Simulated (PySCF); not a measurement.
# C4H7B: the cost of one run

Programs: PySCF 2.14.0, with density-fitted response routines of our own. Each step states its level of theory. These are calculated values for one molecule in the gas phase, unless marked as measured. Atoms are numbered from 0 throughout.

### 1 Starting geometry

12 atoms, charge 0, multiplicity 1; geometry from: GFN2-xTB. The atoms were then displaced at random by about 0.01 Å, so the start is not that level's minimum.

Bonds of the start (Å): B0–C1 1.56, C1–C2 1.36, C2–C3 1.39, C3–C4 1.35, B0–H5 1.16, B0–H6 1.16, C1–H7 1.08, C2–H8 1.11, C3–H9 1.08, C4–H10 1.08, C4–H11 1.10.

### 2 Geometry optimisation at PBE0-D3(BJ)/def2-SVP

What the job is given:

```
{"job": {"xc": "PBE0", "basis": "def2-SVP", "d3": "d3bj", "grid": 1, "shake": 0.01, "kind": "geom"}, "charge": 0, "multiplicity": 1}
B      2.543270    -0.040660    -0.365100
C      1.025110    -0.003890    -0.728650
C      0.019360    -0.004560     0.180110
C     -1.332510     0.013500    -0.131370
C     -2.330010     0.002260     0.783380
H      3.329200    -0.011490    -1.215760
H      2.861610    -0.028140     0.754030
H      0.736380     0.019690    -1.772860
H      0.286030    -0.010320     1.262400
H     -1.625950     0.021290    -1.169750
H     -3.380180     0.016070     0.540520
H     -2.092610    -0.002020     1.854020
```

Run with:

```bash
OMP_NUM_THREADS=1 python probes_run.py task.json out
```

One launch serves the whole session: the jobs run in the order shown.

Q: Estimate the wall time and peak memory of this first job on 1 thread of Arm Neoverse N1, shared host.

About 41 s, with a peak of 0.42 GiB.
